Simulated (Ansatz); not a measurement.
# CH6BFO: the cost of one run

Program: Ansatz 0.2.0. Level of theory: RHF/6-31G*. These are calculated values, not measurements.

1 further run of the same task is left out (it didn't finish).

### Step 1. The structure to begin with

Bond lengths: B1–O2 1.760 Å, O2–H3 1.010 Å, B1–C4 1.600 Å, C4–H5 1.110 Å, C4–H6 1.110 Å, C4–H7 1.110 Å, B1–F8 1.320 Å. Angles: B1–O2–H3 109.5°, O2–B1–C4 120.0°, O2–B1–F8 120.0°, C4–B1–F8 120.0°, B1–C4–H5 109.5°, B1–C4–H6 109.5°, B1–C4–H7 109.5°, H5–C4–H6 109.4°, H5–C4–H7 109.4°, H6–C4–H7 109.4°.

Coordinates:

```xyz
10

B     0.0000    0.0000    0.0000
O     0.0000    0.0000    1.7600
H    -0.9095   -0.2814    2.0971
C     1.3856    0.0000   -0.8000
H     1.7152   -1.0462   -0.9702
H     1.2491    0.5080   -1.7774
H     2.1552    0.5381   -0.2082
F    -1.1431    0.0000   -0.6600
H     0.0668    1.4124    0.4698
H     0.0544    1.1498    1.3187
```

### Step 2. Pulling towards end A

Springs on the bonds that form and break draw the guess towards this end; the thresholds are loose.

File input.yaml:

```yaml
crystal:
  periodic: [false, false, false]
  atoms:
    - { symbol: B, position_ang: [0.0, 0.0, 0.0] }
    - { symbol: O, position_ang: [0.0, 0.0, 1.76] }
    - { symbol: H, position_ang: [-0.9095, -0.2814, 2.0971] }
    - { symbol: C, position_ang: [1.3856, 0.0, -0.8] }
    - { symbol: H, position_ang: [1.7152, -1.0462, -0.9702] }
    - { symbol: H, position_ang: [1.2491, 0.508, -1.7774] }
    - { symbol: H, position_ang: [2.1552, 0.5381, -0.2082] }
    - { symbol: F, position_ang: [-1.1431, 0.0, -0.66] }
    - { symbol: H, position_ang: [0.0668, 1.4124, 0.4698] }
    - { symbol: H, position_ang: [0.0544, 1.1498, 1.3187] }
basis:
  gaussian: { orbitals: "6-31G*" }
hamiltonian:
  xc: hf
relax:
  f_tol: 0.15
  max_steps: 25
  restrain:
    - { distance: [0, 8], at: 2.39, k: 30.0 }
    - { distance: [9, 1], at: 2.21, k: 30.0 }
    - { distance: [0, 1], at: 1.41, k: 30.0 }
    - { distance: [9, 8], at: 0.66, k: 30.0 }
output:
  orbitals: {}
```

Run with:

```sh
$ ansatz run input.yaml --threads 1 --pin off --max-ram 2048MiB --backend cpu --events-out ev --progress --plain --runs-dir out
```

Q: Estimate wall time and peak memory on 1 thread of Arm Neoverse V1, shared host.

About 14 s, with a peak of 0.15 GiB.
